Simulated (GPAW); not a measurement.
The system is WS2.

```
W S
1.0
     3.15320    0.00000    0.00000
    -1.57660    2.73075    0.00000
     0.00000    0.00000   12.32300
W S
2 4
Direct
  0.33333 0.66667 0.25000
  0.66667 0.33333 0.75000
  0.33333 0.66667 0.62250
  0.66667 0.33333 0.12250
  0.33333 0.66667 0.87750
  0.66667 0.33333 0.37750
```

Base run:

* Program: GPAW 26.7.0
* Functional: GLLB-SC
* Potentials or basis: the program's PAW data sets (release 1.2.1) made for this functional
* Cutoff: 600 eV
* Basis: pw
* k mesh: 6 × 6 × 2
* Occupations: fermi-dirac, width 0.05 eV
* Spin: no spin polarisation

Its results: band gap on the k mesh, kohn-sham part alone 1.11 eV, indirect (least direct gap 1.83 eV).

Q: The run is repeated on the same cell with these changes: functional from GLLB-SC to LDA; spin from no spin polarisation to spin-orbit coupling, no magnetisation. What comes out?

A: Band gap on the k mesh 0.86 eV, indirect (least direct gap 1.60 eV).

Several settings changed at once, so the effect can't be laid on one alone.

Caveats: a model potential gives levels but no total energy (some runs); spin-orbit coupling is left out, which moves the levels of the heavy elements (some runs); spin-orbit coupling was added after a scalar SCF, so levels and gaps hold it while energy, forces, pressure and moments don't (some runs); this program's spin-orbit splittings come out too wide for heavy elements (some runs).

Not every run made on this cell is shown here.
